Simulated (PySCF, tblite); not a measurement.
# C5H7ClFO2 radical: geometry, infrared bands and EPR parameters

What infrared bands and EPR parameters should C5H7ClFO2 radical (`F[C@@]1(CCCl)[CH]OCO1`) show?

Programs: tblite 0.8.0 and PySCF 2.14.0, with density-fitted response routines of our own. Each step states its level of theory. These are calculated values for one molecule in the gas phase, unless marked as measured. Atoms are numbered from 0 throughout.

## Step 1: The starting structure

16 atoms, charge 0, multiplicity 2; geometry from: force field or distance geometry start.

Bonds of the start (Å): F0–C1 1.37, C1–C2 1.53, C2–C3 1.51, C3–Cl4 1.78, C1–C5 1.46, C5–O6 1.36, O6–C7 1.44, C7–O8 1.43, O8–C1 1.42, C2–H9 1.10, C2–H10 1.09, C3–H11 1.11, C3–H12 1.10, C5–H13 1.07, C7–H14 1.10, C7–H15 1.11.

## Step 2: Geometry optimisation with GFN2-xTB

Job settings and geometry (Å):

```
{"job": {"kind": "relax", "xc": "GFN2-xTB", "basis": "xTB"}, "charge": 0, "multiplicity": 2}
F     -0.148100    -1.557500     0.696900
C     -0.225000    -0.431500    -0.075700
C      1.189600    -0.007900    -0.459200
C      2.035200     0.246100     0.763100
Cl     3.686600     0.702700     0.297300
C     -1.148900    -0.627000    -1.195400
O     -2.359700    -0.025900    -1.013600
C     -2.229800     0.491200     0.324100
O     -0.860300     0.559900     0.712500
H      1.133300     0.915600    -1.053700
H      1.640400    -0.784700    -1.083200
H      2.113000    -0.665800     1.388300
H      1.631700     1.050200     1.398700
H     -1.006100    -1.182100    -2.104400
H     -2.682200     1.494700     0.367100
H     -2.777400    -0.169000     1.025700
```

Started as:

```console
OMP_NUM_THREADS=1 python probes_run.py task.json out
```

One launch serves the whole session: the jobs run in the order shown.

**Question.** This job is followed by: GFN2-xTB harmonic vibrations, gas phase; UKS B3LYP, pcH-1 on C Cl F H O, non-relativistic, mean-field spin-orbit, GIAO. Predict these results of the whole session: strongest single infrared mode (GFN2-xTB); zero-point energy (GFN2-xTB); g(iso) (B3LYP); ⟨S²⟩; largest a(iso); surface potential, 1st and 99th percentile.

**Answer**, as computed:

| quantity | value |
| --- | --- |
| strongest single infrared mode (GFN2-xTB) | 1184 cm⁻¹, 116 km/mol |
| zero-point energy (GFN2-xTB) | 71.4 kcal/mol |
| g(iso) (B3LYP) | 2.00316 |
| ⟨S²⟩ | 0.753 (exact 0.75) |
| largest a(iso) | 19F on F0, 229.5 MHz |
| surface potential, 1st and 99th percentile | -0.87 V and 1.33 V |

What this shows: Relaxing lowered the energy by 0.175 eV in 40 steps; the close pair that moved most is F0–C1, from 1.368 to 1.432 Å. All 42 modes are real, so the xTB geometry is a minimum. The strongest single mode, at 1184 cm⁻¹, moves mainly C1. Unscaled tight-binding wavenumbers are off by several per cent, some by more. Its intensities can rank the bands wrongly. Most of the unpaired spin sits on C5 (0.84 e). The isotropic g lies 0.8 ppt above the free-electron value.
